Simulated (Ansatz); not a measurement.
# STi: the cost of one run

The runs use Ansatz 0.2.0, Gaussian basis; def2-TZVPP, core rule «outside noble gas», up to 14 orbitals frozen.

To be run: UHF; ROHF; CCSD(T) on UHF.

2 further runs of the same task are left out: 2 set aside as unsound or not needed.

### Step 1. The geometry

The geometry is a PBE0/def2-TZVP stationary point (not a proven minimum) of the parent state, kept for this charge and spin.

2 atoms, charge 0, spin multiplicity 5.

Atoms are counted from 1 here; the program's logs count them from 0.

Bond lengths: Ti1–S2 2.066 Å.

### Step 2. UHF

in.yaml reads:

```yaml
crystal:
  periodic: [false, false, false]
  atoms:
    - {symbol: Ti, position_ang: [0.000000, 0.000000, 0.000000]}
    - {symbol: S, position_ang: [0.000000, 0.000000, 2.066400]}
basis:
  gaussian: {orbitals: def2-TZVPP}
magnetization: {spin_polarized: true, initial_magnetization: 4}
hamiltonian: {xc: hf}
output: {orbitals: {seedname: orbitals}}
```

Command:

```console
ansatz run in.yaml --threads 1 --pin off --events-out ev --progress --plain --max-ram 4096MiB --backend cpu
```

What time and memory should one allow on 1 thread of AMD EPYC 7R13, shared host?

About 38 s, with a peak of 0.32 GiB.
